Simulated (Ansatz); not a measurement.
Task: a rigid scan of one bond length of H₄OSeSi₂, SMILES O[SiH]1[SiH2][Se]1, with Ansatz's Python interface. Give the script and its output. Use (for the species named): CAM-B3LYP, def2-SVP basis, multiplicity 1.

```yaml
atoms:
  - { symbol: O, position_ang: [0.1599, 1.6966, -0.9218] }
  - { symbol: Si, position_ang: [-0.4809, 0.6007, 0.2066] }
  - { symbol: Si, position_ang: [0.7484, -1.1942, 0.3461] }
  - { symbol: Se, position_ang: [-1.1183, -1.3124, -0.8116] }
  - { symbol: H, position_ang: [-0.7014, 2.1021, -1.3770] }
  - { symbol: H, position_ang: [-1.2742, 1.0899, 1.3489] }
  - { symbol: H, position_ang: [1.9945, -1.1844, -0.5046] }
  - { symbol: H, position_ang: [0.7641, -1.8555, 1.6575] }
```

`scan_h4osesi2.py`:
```python
"""Potential curve of H4OSeSi2 along one bond."""

from dataclasses import dataclass
import logging
import sys

import ansatz as az
from ase import Atoms
import numpy as np

logging.basicConfig(stream=sys.stdout, format="%(levelname)s %(message)s")
log = logging.getLogger("ansatz_job")
log.setLevel(logging.INFO)


@dataclass(frozen=True)
class Options:
    basis_set: str = "def2-SVP"
    xc: str = "cam_b3lyp"


cfg = Options()


def main() -> None:
    atoms = Atoms(["O", "Si", "Si", "Se", "H", "H", "H", "H"], positions=[
        (0.1599, 1.6966, -0.9218),
        (-0.4809, 0.6007, 0.2066),
        (0.7484, -1.1942, 0.3461),
        (-1.1183, -1.3124, -0.8116),
        (-0.7014, 2.1021, -1.377),
        (-1.2742, 1.0899, 1.3489),
        (1.9945, -1.1844, -0.5046),
        (0.7641, -1.8555, 1.6575),
    ])
    system = az.Crystal.molecule_from_ase(atoms)

    symbols = [site.symbol for site in system.cartesian_sites]
    start = np.array([site.position_ang for site in system.cartesian_sites])
    axis = (start[0] - start[1]) / np.linalg.norm(start[0] - start[1])
    moving = [0, 4]
    lengths, energies = [1.495, 1.563, 1.631, 1.699, 1.766, 1.834, 1.902, 2.004], []
    for length in lengths:
        xyz = start.copy()
        xyz[moving] += (length - np.linalg.norm(start[0] - start[1])) * axis
        point = az.Crystal.molecule()
        for symbol, place in zip(symbols, xyz):
            point = point.atom(symbol, place.tolist())
        job = (
            point.calculation()
            .basis(gaussian=cfg.basis_set)
            .functional(cfg.xc)
            .scf(lower_state_search="off")
        )
        rep = job.run().report
        energies.append(rep["free_energy_ev"])
        log.info(f"r = {length:6.3f} A  E = {energies[-1]:.5f} eV  <S^2> = {abs(rep['mean_field']['state']['spin_squared']):.3f}")

    # quartic fit about the minimum
    fit = np.polynomial.Polynomial.fit(lengths, np.array(energies) - min(energies), 4).convert()
    roots = [r.real for r in fit.deriv().roots() if abs(r.imag) < 1e-9 and fit.deriv(2)(r.real) > 0]
    r_e = min(roots, key=lambda r: abs(r - lengths[int(np.argmin(energies))]))
    log.info(f"minimum of the fit at {r_e:.4f} A, force constant {fit.deriv(2)(r_e):.2f} eV/A^2")


if __name__ == "__main__":
    main()
```

```console
$ python scan_h4osesi2.py
INFO r =  1.495 A  E = -83205.56041 eV  <S^2> = 0.000
INFO r =  1.563 A  E = -83206.01846 eV  <S^2> = 0.000
INFO r =  1.631 A  E = -83206.22795 eV  <S^2> = 0.000
INFO r =  1.699 A  E = -83206.26024 eV  <S^2> = 0.000
INFO r =  1.766 A  E = -83206.16947 eV  <S^2> = 0.000
INFO r =  1.834 A  E = -83205.99068 eV  <S^2> = 0.000
INFO r =  1.902 A  E = -83205.75264 eV  <S^2> = 0.000
INFO r =  2.004 A  E = -83205.32868 eV  <S^2> = 0.000
INFO minimum of the fit at 1.6790 A, force constant 30.28 eV/A^2
```

Reading the output:
- The settings weren't tested for convergence.
- The rest of the molecule is held rigid at a force-field or estimated start geometry, and the basis set is modest; single-reference methods fail as a bond breaks.
- The orbitals are restricted, so S² is zero by construction.
- Hardware and time: 29 s on 1 thread of Arm Neoverse V1 (shared host), peak memory 0.28 GiB.
